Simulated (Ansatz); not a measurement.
# Si: a tetragonal deformation path

An exercise on one series of results from a longer session: the logs are not shown, and one member is left open.

Computed with Ansatz 0.2.0 (DFT LDA, scalar-relativistic, plane waves, PAW, unless a step's input says otherwise).

**The starting structure**

Symmetry: I4_1/amd, No. 141, tetragonal system. Conventional cell: a = 4.743 Å, b = 4.743 Å, c = 2.659 Å, α = 90.00°, β = 90.00°, γ = 90.00°. Si (site symmetry -4m2) is surrounded by 6 Si at 2.46 to 2.66 Å.

Structure file:

```cif
data_structure
_symmetry_space_group_name_H-M 'I4_1/amd:1'
_symmetry_Int_Tables_number 141
_cell_length_a 4.7427
_cell_length_b 4.7427
_cell_length_c 2.6585
_cell_angle_alpha 90.000
_cell_angle_beta 90.000
_cell_angle_gamma 90.000
_cell_volume 59.80
loop_
_atom_site_label
_atom_site_type_symbol
_atom_site_symmetry_multiplicity
_atom_site_Wyckoff_symbol
_atom_site_fract_x
_atom_site_fract_y
_atom_site_fract_z
_atom_site_occupancy
Si1 Si 4 b 0.00000 0.50000 0.75000 1
```

It goes back to an entry of the Materials Project, which need not be the stable form.

No relaxation comes first: the listed cell is the starting point.

**The reference cell**

The reference gives a free energy of -1216.8810 eV, pressure -0.82 GPa, largest force 0.000 eV/Å and gap on the mesh none (metal). It was computed beforehand with the settings of the runs below.

The first run:

At fixed volume and fractional coordinates, lengths along (0.000, 0.000, 1.000) are scaled against those across it; ρ is that ratio over its starting value.

Contents of input.yaml:

```yaml
crystal:
  lattice:
    - [-2.5033799418, 2.5033799418, 1.1927725823]
    - [2.5033799418, -2.5033799418, 1.1927725823]
    - [2.5033799418, 2.5033799418, -1.1927725823]
  atoms:
    - { symbol: Si, position: [0.25, 0.75, 0.5] }
    - { symbol: Si, position: [0.5, 0.5, 0.0] }
basis:
  ecutwfc: 420
kpoints:
  mp_grid: { grid: [22, 22, 22] }
hamiltonian:
  xc: lda
scf:
  occupations: { method: gaussian, width: 0.15 }
output:
  forces: true
  stress: true
  eigenvalues: true
```

Launch:

```
> ansatz run input.yaml --threads 1 --pin off --max-ram 2560MiB --backend cpu --events-out ev --progress --plain --runs-dir out
```

Among the steps run: ρ = 0.850; Point ρ = 1.200; Point ρ = 0.920; At ρ = 1.100; ρ = 0.960; Point ρ = 1.050; ρ = 0.800; ρ = 1.300.

One of the session's tables, all rows but one given; the rest of the session is left out.

The scan, with free energies counted from the undisturbed cell:

| ρ | ΔE (meV/atom) | pressure (GPa) |
| --- | --- | --- |
| 0.800 | 196.9 | 4.7 |
| 0.850 | ? | ? |
| 0.920 | 13.5 | -1.0 |
| 0.960 | 0.1 | -1.2 |
| 1.000 | 0.0 | -0.8 |
| 1.050 | 11.3 | 0.2 |
| 1.100 | 33.6 | 1.8 |
| 1.200 | 100.9 | 6.4 |
| 1.300 | 178.9 | 11.5 |

**Question.** Estimate the row for ρ = 0.850.

Worked estimate for «ΔE (meV/atom)». A straight line through the neighbours (0.800, 196.9) and (0.920, 13.5) gives 196.9 + (13.5 − 196.9) × (0.850 − 0.800) / (0.920 − 0.800) = 120.5; a parabola fitted to 3 rows on both sides gives 94.4.

As computed: ΔE (meV/atom): 85.3; pressure (GPa): 1.1. In «ΔE (meV/atom)» the line misses by +35.2 and the parabola by +9.1.
